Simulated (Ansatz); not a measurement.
The same calculation of Co, space group P6_3/mmc as a Python script and as an input file (Ansatz's Python interface).

`co.py`
```python
"""Band structure of Co."""

import logging
import sys

import ansatz as az
import numpy as np

logging.basicConfig(stream=sys.stdout, format="%(levelname)s %(message)s")
log = logging.getLogger("co")
log.setLevel(logging.INFO)

co = (
    az.Lattice.of([2.470562, 0.0, 0.0], [-1.235281, 2.139569, 0.0], [0.0, 0.0, 8.088234])
    .atom("Co", [0.0, 0.0, 0.0])
    .atom("Co", [1 / 3, 2 / 3, 0.25])
    .atom("Co", [0.0, 0.0, 0.5])
    .atom("Co", [2 / 3, 1 / 3, 0.75])
    .moments(Co=1.8)
)

# high-symmetry points in fractions of the reciprocal vectors
path = [
    ("G", (0.0, 0.0, 0.0)),
    ("M", (0.5, 0.0, 0.0)),
    ("K", (0.33333, 0.33333, 0.0)),
    ("G", (0.0, 0.0, 0.0)),
    ("A", (0.0, 0.0, 0.5)),
    ("L", (0.5, 0.0, 0.5)),
]
setup = (
    co.calculation()
    .functional(az.Functional.PBE)
    .pseudopotentials("paw")
    .basis(16 * az.Ha)
    .kpoints(11, 11, 3, center="gamma")
    .occupations("fermi_dirac")
    .spin("collinear")
    .band_structure([point for _, point in path], intervals=10)
    .scf(extra_bands=10)
)
history = []
outcome = setup.session().plan().execute(on_event=lambda event: history.append(event["data"]["dr2_ev"]) if event["event"] == "scf_iter" else None)
r = outcome.report
print("density residual by iteration (eV):", " ".join(f"{value:.1e}" for value in history[:40]))

for key in ("converged", "n_iterations", "n_electrons", "n_kpoints", "n_pw", "n_symmetry_ops", "free_energy_ev", "fermi_energy_ev"):
    log.info(f"{key:18s} {r[key]}")

bands = outcome.band_structure()
fermi = bands.fermi_energy_ev
log.info(f"zero of the bands: {fermi:.3f} eV, the Fermi level found on the SCF mesh")
for spin, channel in enumerate(bands.channels):
    levels = channel.eigenvalues_ev - fermi
    crossing = [b for b in range(levels.shape[1]) if levels[:, b].min() < 0 < levels[:, b].max()]
    print(f"channel {spin}: bands that cross the Fermi level on this path:", [b + 1 for b in crossing] or "none")
    shown = crossing or sorted(np.argsort(np.abs(levels).min(axis=0))[:2])
    for k, row in zip(bands.kpoints_frac, levels[:, shown]):
        print(f"{k[0]:7.3f} {k[1]:7.3f} {k[2]:7.3f}  ", " ".join(f"{e:8.3f}" for e in row))
```

```console
$ python co.py
DeckWarning: the band count 44 (scf.n_extra_bands) hosts the net moment |M| = 7.2000 μB (N_el = 68) but caps the reachable moment at 2·n_bands − N_el = 20.0000 μB, below the 46 bands that the automatic rule leaves for it — a moment growing past the seed, or the majority channel's smearing tail, pins there with fewer empty majority states than that count [...]
density residual by iteration (eV): 4.4e+00 3.3e-01 2.7e-02 1.2e-01 1.9e-02 6.9e-03 2.0e-04 3.3e-05 1.7e-06 2.2e-06 1.2e-07 2.1e-08 1.2e-07 1.3e-09
INFO converged          True
INFO n_iterations       14
INFO n_electrons        68.0
INFO n_kpoints          32
INFO n_pw               885
INFO n_symmetry_ops     24
INFO free_energy_ev     -20504.63773684684
INFO fermi_energy_ev    19.110537151633174
INFO zero of the bands: 19.111 eV, the Fermi level found on the SCF mesh
channel 0: bands that cross the Fermi level on this path: [37, 38, 39, 40]
  0.000   0.000   0.000     -1.176   -0.775   -0.775   -0.406
  0.050   0.000   0.000     -1.181   -1.145   -0.769    0.238
  0.100   0.000   0.000     -1.193   -1.050   -0.754    1.118
  0.150   0.000   0.000     -1.021   -0.898   -0.731    2.082
  0.200   0.000   0.000     -0.790   -0.706   -0.705    3.117
  0.250   0.000   0.000     -0.681   -0.551   -0.480    4.215
  0.300   0.000   0.000     -0.656   -0.297   -0.216    5.362
  0.350   0.000   0.000     -0.628    0.009    0.146    6.522
  0.400   0.000   0.000     -0.465    0.455    0.746    5.575
  0.450  -0.000   0.000     -0.071    1.006    1.618    4.132
  0.500   0.000   0.000      0.178    1.285    2.451    3.065
  0.483   0.033   0.000      0.366    1.418    2.491    3.109
  0.467   0.067   0.000      0.750    1.751    2.609    3.236
  0.450   0.100   0.000      1.199    2.197    2.793    3.439
  0.433   0.133   0.000      1.679    2.707    3.031    3.708
  0.417   0.167   0.000      2.180    3.261    3.312    4.032
  0.400   0.200   0.000      2.697    3.627    3.848    4.402
  0.383   0.233   0.000      3.225    3.969    4.464    4.804
  0.367   0.267   0.000      3.764    4.337    5.104    5.212
  0.350   0.300   0.000      4.312    4.717    5.565    5.766
  0.333   0.333   0.000      4.852    4.853    5.353    5.719
  0.300   0.300   0.000      3.197    4.615    4.858    6.181
  0.267   0.267   0.000      1.711    3.110    3.221    7.211
  0.233   0.233   0.000      0.565    1.685    1.782    7.772
  0.200   0.200   0.000     -0.263    0.550    0.669    6.559
  0.167   0.167   0.000     -0.821   -0.169   -0.024    5.143
  0.133   0.133   0.000     -0.994   -0.553   -0.399    3.806
  0.100   0.100   0.000     -1.075   -0.811   -0.622    2.559
  0.067   0.067   0.000     -1.196   -1.008   -0.730    1.409
  0.033   0.033   0.000     -1.183   -1.134   -0.766    0.367
  0.000   0.000   0.000     -1.176   -0.775   -0.775   -0.406
  0.000   0.000   0.050     -1.173   -0.776   -0.776   -0.433
  0.000   0.000   0.100     -1.162   -0.782   -0.782   -0.511
  0.000   0.000   0.150     -1.146   -0.792   -0.792   -0.636
  0.000   0.000   0.200     -1.125   -0.806   -0.806   -0.798
  0.000   0.000   0.250     -1.099   -0.988   -0.823   -0.823
  0.000   0.000   0.300     -1.071   -1.071   -0.843   -0.843
[... 17 lines left out ...]
  0.100   0.000   0.000     -0.786   -0.718   -0.678   -0.111   -0.108
  0.150   0.000   0.000     -0.663   -0.513   -0.483   -0.266   -0.224
  0.200   0.000   0.000     -0.451   -0.440   -0.284   -0.247   -0.224
  0.250   0.000   0.000     -0.380   -0.230   -0.157    0.056    0.090
  0.300   0.000   0.000     -0.225   -0.140    0.226    0.375    0.435
  0.350   0.000   0.000     -0.147   -0.090    0.682    0.701    0.773
  0.400   0.000   0.000     -0.077    0.231    0.943    1.060    1.064
  0.450  -0.000   0.000      0.157    0.856    1.125    1.188    1.216
  0.500   0.000   0.000      0.412    1.194    1.224    1.225    1.251
  0.483   0.033   0.000      0.326    0.908    1.216    1.219    1.222
  0.467   0.067   0.000      0.229    0.490    1.142    1.174    1.217
  0.450   0.100   0.000      0.100    0.179    1.054    1.105    1.129
  0.433   0.133   0.000      0.002    0.135    0.965    1.015    1.037
  0.417   0.167   0.000      0.052    0.072    0.884    0.912    0.960
  0.400   0.200   0.000     -0.013    0.115    0.803    0.819    0.908
  0.383   0.233   0.000     -0.111    0.190    0.695    0.777    0.878
  0.367   0.267   0.000     -0.206    0.273    0.594    0.763    0.865
  0.350   0.300   0.000     -0.284    0.357    0.504    0.786    0.864
  0.333   0.333   0.000     -0.338    0.431    0.431    0.831    0.877
  0.300   0.300   0.000     -0.319    0.339    0.507    0.642    0.942
  0.267   0.267   0.000     -0.382    0.315    0.408    0.511    1.033
  0.233   0.233   0.000     -0.425    0.161    0.341    0.512    1.070
  0.200   0.200   0.000     -0.400   -0.086    0.389    0.493    0.883
  0.167   0.167   0.000     -0.392   -0.312    0.339    0.437    0.473
  0.133   0.133   0.000     -0.551   -0.472    0.036    0.050    0.063
  0.100   0.100   0.000     -0.700   -0.405   -0.351   -0.338   -0.111
  0.067   0.067   0.000     -0.820   -0.649   -0.616   -0.184   -0.092
  0.033   0.033   0.000     -0.821   -0.785   -0.765   -0.017   -0.009
  0.000   0.000   0.000     -0.840   -0.840   -0.461    0.044    0.044
  0.000   0.000   0.050     -0.842   -0.842   -0.478    0.046    0.046
  0.000   0.000   0.100     -0.849   -0.849   -0.528    0.054    0.054
  0.000   0.000   0.150     -0.860   -0.860   -0.607    0.066    0.066
  0.000   0.000   0.200     -0.874   -0.874   -0.710    0.082    0.082
  0.000   0.000   0.250     -0.892   -0.892   -0.830    0.102    0.102
  0.000   0.000   0.300     -0.952   -0.911   -0.911    0.124    0.124
  0.000   0.000   0.350     -0.967   -0.931   -0.931    0.149    0.149
  0.000   0.000   0.400     -0.980   -0.951   -0.951    0.175    0.175
  0.000   0.000   0.450     -0.985   -0.969   -0.969    0.201    0.201
  0.000   0.000   0.500     -0.982   -0.982   -0.982    0.228    0.228
  0.050   0.000   0.500     -0.996   -0.948   -0.948    0.205    0.205
  0.100   0.000   0.500     -0.923   -0.852   -0.852    0.163    0.163
  0.150   0.000   0.500     -0.769   -0.676   -0.676    0.134    0.134
  0.200   0.000   0.500     -0.671   -0.407   -0.407    0.147    0.147
  0.250   0.000   0.500     -0.654   -0.088   -0.088    0.230    0.230
  0.300   0.000   0.500     -0.698    0.244    0.244    0.410    0.410
  0.350   0.000   0.500     -0.684    0.538    0.538    0.717    0.717
  0.400   0.000   0.500     -0.488    0.726    0.726    0.992    0.992
  0.450  -0.000   0.500     -0.337    0.802    0.802    1.152    1.152
  0.500   0.000   0.500     -0.283    0.821    0.821    1.212    1.212
```
(Warnings from the package without file and line, shortened.)

`input.yaml`:
```yaml
crystal:
  lattice:
    - [2.470562, 0.0, 0.0]
    - [-1.235281, 2.139569, 0.0]
    - [0.0, 0.0, 8.088234]
  atoms:
    - { symbol: Co, position: [0.0, 0.0, 0.0] }
    - { symbol: Co, position: [0.3333333333333333, 0.6666666666666666, 0.25] }
    - { symbol: Co, position: [0.0, 0.0, 0.5] }
    - { symbol: Co, position: [0.6666666666666666, 0.3333333333333333, 0.75] }
basis:
  ecutwfc: 435.382179935808
kpoints:
  mp_grid:
    grid: [11, 11, 3]
    shift: [0.0, 0.0, 0.0]
  band_path:
    path:
      - [0.0, 0.0, 0.0]
      - [0.5, 0.0, 0.0]
      - [0.33333, 0.33333, 0.0]
      - [0.0, 0.0, 0.0]
      - [0.0, 0.0, 0.5]
      - [0.5, 0.0, 0.5]
    npoints: 10
hamiltonian:
  xc: pbe
  pseudopotentials:
    kind: paw
magnetization:
  spin_polarized: true
  per_species:
    Co: 1.8
scf:
  n_extra_bands: 10
  occupations:
    method: fermi_dirac
```

What to keep in mind:
- Total energies depend on the potentials; only differences at equal settings carry meaning. A total without «per atom» is that of the whole cell that was run.
- Other magnetic orders than the one started from may lie lower.
- For a metal this k-point mesh is coarse: on a finer one energies can move by several to tens of meV an atom and pressures by half a GPa or more, differences at one mesh by less.
- Only differences from the Fermi energy are physical; the zero of the scale is a convention.
- Levels are Kohn-Sham eigenvalues on this mesh.
- Hardware and time: 20 s on 1 thread of Arm Neoverse V2 (shared host), peak memory 0.5 GiB.
